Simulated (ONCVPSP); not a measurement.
**An ONCV potential for Co, from input to tests**

Aim: build the potential from the settings below, then test how well it stands in for the atom: other configurations, scattering, ghost states and the plane-wave cutoff that it needs.

Method: ONCVPSP 4.0.1.1 (patched build), PBE, scalar-relativistic.

## (1) Starting point

The settings as typed:

```json
{
 "element": "cobalt (Co, Z = 27)",
 "type": "optimised norm-conserving Vanderbilt (ONCV)",
 "frozen core": "[Ar]",
 "valence charge": "9",
 "reference configuration": "3d7 4s1 (charge +1)",
 "partial waves": "4s: rc 2.10 bohr, ncon 3, nbas 6, qcut 3.2 1/bohr, 3 projectors, debl 2.8 Ha; p scattering state at 0.19 Ha: rc 2.05 bohr, ncon 4, nbas 8, qcut 3.3 1/bohr, 3 projectors, debl 3.2 Ha; 3d: rc 1.40 bohr, ncon 4, nbas 9, qcut 9.2 1/bohr, local",
 "local potential": "the d channel",
 "core correction": "not asked for"
}
```

## (2) The generation run

Input file Co.dat:

```
# ATOM AND REFERENCE CONFIGURATION
# atsym  z   nc   nv     iexc    psfile
  Co 27.00    5    2        4      upf
#
#   n    l    f
    1    0    2.00
    2    0    2.00
    2    1    6.00
    3    0    2.00
    3    1    6.00
    3    2    7.00
    4    0    1.00
#
# PSEUDOPOTENTIAL AND OPTIMIZATION
# lmax
    2
#
#   l,   rc,      ep,       ncon, nbas, qcut
    0    2.10    0.00    3    6    3.20
    1    2.05    0.19    4    8    3.30
    2    1.40    0.00    4    9    9.20
#
# LOCAL POTENTIAL
# lloc, lpopt,  rc(5),   dvloc0
    2    5    1.40    0.00
#
# VANDERBILT-KLEINMAN-BYLANDER PROJECTORs
# l, nproj, debl
    0    3    2.80
    1    3    3.20
    2    0    1.90
#
# MODEL CORE CHARGE
# icmod, fcfact, rcfact
    0    0.00    0.00
#
# LOG DERIVATIVE ANALYSIS
# epsh1, epsh2, depsh
   -2.00    5.00    0.02
#
# OUTPUT GRID
# rlmax, drl
    6.00    0.01
#
# TEST CONFIGURATIONS
# ncnf
    4
# nvcnf
#   n    l    f
    2
    3    2    7.00
    4    0    2.00
#
    2
    3    2    7.00
    4    0    0.00
#
    2
    3    2    6.00
    4    0    0.00
#
    2
    3    2    6.00
    4    0    2.00
#
```

The run is started by

```
oncvpsp.x < Co.dat > Co.out
```

**Question.** What will these runs give? Wanted: cutoffs for 1 and 0.1 mHa per electron, occupied waves; bound ghosts; GHOST(+) flags; largest test error; largest phase difference near zero energy, channels read; projector energies reset by the program.

The runs gave:

```
                                                quantity                                                              value
  cutoffs for 1 and 0.1 mHa per electron, occupied waves                                                   40 Ha and 117 Ha
                                            bound ghosts                                                         none found
                                          GHOST(+) flags  s at 12 eV, p at 168 eV (1 near or above the test basis's cutoff)
                            largest test error (AE − PS)                                              -202 meV, for 3d6 4s2
largest phase difference near zero energy, channels read                                                          0.050 rad
                 projector energies reset by the program                                          p: 0.050, 3.250, 6.450 Ha
```

In words: By total energies transferability is poor: the largest error is 202 meV on 6.2 eV, for 3d6 4s2. The potential is hard: the looser tolerance needs 40 Ha. The tighter tolerance needs 117 Ha, and converged work needs a cutoff nearer that. At the looser tolerance the 3d wave is the slowest; 4s needs 5 Ha. No bound ghost shows below the valence levels. Near zero energy the largest phase difference among the channels read is 0.05 rad, in the d channel. The pseudo curves have a pole with no partner nearby in the atom's: s at 0.42 Ha. At positive energy that is a spurious or a displaced resonance. The program also flags highly localised states, GHOST(+) (s, p).
